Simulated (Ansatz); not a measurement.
The system is SnTe3.

```
CELL_PARAMETERS angstrom
0.00000 3.86122 3.86122
3.86122 0.00000 3.86122
3.86122 3.86122 0.00000
ATOMIC_POSITIONS crystal
Te 0.50000 0.50000 0.50000
Te 0.75000 0.75000 0.75000
Te 0.25000 0.25000 0.25000
Sn 0.00000 0.00000 0.00000
```

The cell comes from a database or a generator and needn't be the stable form of this composition.

```yaml
Program: Ansatz 0.2.0
Task: relaxation of cell and atoms
Functional: PBEsol
Potentials_or_basis: Ansatz PAW
Cutoff: "420 eV (not typed: the program's choice for these potentials)"
k_mesh: 6 × 6 × 6
Occupations: fermi-dirac, width 0.05 eV
Spin: no spin polarisation
```

At the start: volume 28.78 Å³/atom.

How do energy, volume and symmetry change on relaxing?

It ends after 5 steps and the volume is 27.21 Å³/atom (-5.5 %); space group Fm-3m (No. 225, to 0.05 Å).

Step by step:
```csv
step,energy change (eV),largest force (eV/Å),volume (Å³)
1,0.0000,0.0000,115.13
2,-0.0545,0.0000,107.05
3,-0.0591,0.0000,108.97
4,-0.0592,0.0000,108.82
5,-0.0579,0.0000,108.82
```

Final structure:
```
CELL_PARAMETERS angstrom
0.00000 3.78932 3.78932
3.78932 0.00000 3.78932
3.78932 3.78932 0.00000
ATOMIC_POSITIONS crystal
Te 0.50000 0.50000 0.50000
Te 0.75000 0.75000 0.75000
Te 0.25000 0.25000 0.25000
Sn 0.00000 0.00000 0.00000
```

Caveat: the plane-wave basis is chosen anew once the cell has moved, so the energies of steps on either side of that aren't comparable; the PAW data sets come from PBE, with cores solved anew for the run's functional, which leaves a small shift of forces and pressure.
